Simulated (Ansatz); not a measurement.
# GeH₄OS₂: how energies converge with the basis set

The task here is to estimate one member of a computed series from the others.

The runs use Ansatz 0.2.0, Gaussian basis; one geometry, several basis sets.

Levels to be run: PBE0-D4/def2-SVP; ωB97M-V/def2-SVP; PBE0-D4/def2-QZVPP; ωB97M-V/def2-QZVPP; the functionals' def2-TZVPP values are taken from earlier runs.

## The geometry

All runs share one geometry, relaxed beforehand with PBE0-D4 in a triple-zeta def2 set.

8 atoms, charge 0, spin multiplicity 1.

Atoms are counted from 1 here; the program's logs count them from 0.

Bond lengths: O1–Ge2 1.774 Å, O1–H5 0.961 Å, Ge2–S3 2.235 Å, Ge2–H6 1.532 Å, Ge2–H7 1.537 Å, S3–S4 2.062 Å, S4–H8 1.347 Å. Angles: Ge2–O1–H5 111.2°, O1–Ge2–S3 109.7°, O1–Ge2–H6 106.1°, O1–Ge2–H7 109.5°, S3–Ge2–H6 108.2°, S3–Ge2–H7 108.2°, H6–Ge2–H7 115.0°, Ge2–S3–S4 96.9°, S3–S4–H8 97.9°.

Set-up of the first run:

in.yaml reads:

```yaml
crystal:
  periodic: [false, false, false]
  atoms:
    - {symbol: O, position_ang: [-1.184290, 1.107069, -0.049112]}
    - {symbol: Ge, position_ang: [0.566533, 0.908220, 0.154915]}
    - {symbol: S, position_ang: [0.998762, -1.102841, 1.028275]}
    - {symbol: S, position_ang: [0.099702, -2.215367, -0.456628]}
    - {symbol: H, position_ang: [-1.513581, 0.565570, -0.771351]}
    - {symbol: H, position_ang: [0.999159, 1.973283, 1.167639]}
    - {symbol: H, position_ang: [1.256062, 0.995759, -1.216243]}
    - {symbol: H, position_ang: [-1.130148, -2.288794, 0.086804]}
basis:
  gaussian: {orbitals: def2-SVP}
hamiltonian: {xc: pbe0, dispersion: d4}
output: {orbitals: {seedname: orbitals}}
```

Steps of the session up to this table: PBE0-D4 in def2-SVP; ωB97M-V in def2-SVP; PBE0-D4 in def2-QZVPP; ωB97M-V in def2-QZVPP.

One table of the session follows, with a row left open; its other results are not shown here.

It belongs to the step «Functionals by basis». 

```
functional       basis  HOMO (eV)
   PBE0-D4    def2-SVP      -7.23
   PBE0-D4  def2-TZVPP      -7.30
   PBE0-D4  def2-QZVPP      -7.33
   ωB97M-V    def2-SVP      -9.30
   ωB97M-V  def2-TZVPP      -9.41
   ωB97M-V  def2-QZVPP          ?
```

Q: Estimate the row for ωB97M-V, def2-QZVPP from the others.

The run gave: HOMO (eV): -9.45. In the column «HOMO (eV)» it is the lowest.
